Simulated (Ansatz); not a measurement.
**Lu3Si under changes of volume**

One of the cells (23.416 Å³/atom); the others are scaled copies at fixed shape and fractional positions:

```
Lu Si
1.0
     4.54142    0.00000    0.00000
     0.00000    4.54142    0.00000
     0.00000    0.00000    4.54142
Lu Si
3 1
Direct
  0.50000 0.50000 0.00000
  0.50000 0.00000 0.50000
  0.00000 0.50000 0.50000
  0.00000 0.00000 0.00000
```

The cell comes from a database or a generator and needn't be the stable form of this composition.

```yaml
Program: Ansatz 0.2.0
Functional: PBE
Potentials_or_basis: Ansatz PAW
Cutoff: "420 eV (not typed: the program's choice for these potentials)"
k_mesh: 6 × 6 × 6
Occupations: fermi-dirac, width 0.05 eV
Spin: no spin polarisation
```

```csv
volume (Å³/atom),energy over the lowest point (meV/atom),pressure (GPa)
22.011,?,?
22.479,2.77,1.7
22.948,0.00,0.4
23.416,0.80,-0.8
23.884,4.84,-1.9
24.353,11.85,-2.9
24.821,21.59,-3.8
```

Problem. What does the run at 22.011 Å³/atom give?

Solution. Energy over the lowest point 9.50 meV/atom; pressure 3.1 GPa.

Worked out: A Birch-Murnaghan fit of order 3 (a polynomial in V^(-2/3)) to the other rows has its minimum at 23.07 Å³/atom with B0 = V·E''(V) = 58 GPa and B' = 3.4. It gives 9.41 meV/atom at 22.011 Å³/atom, against the run's 9.50, and -dE/dV = 3.0 GPa, against 3.1.

Energies are extrapolated to zero smearing.
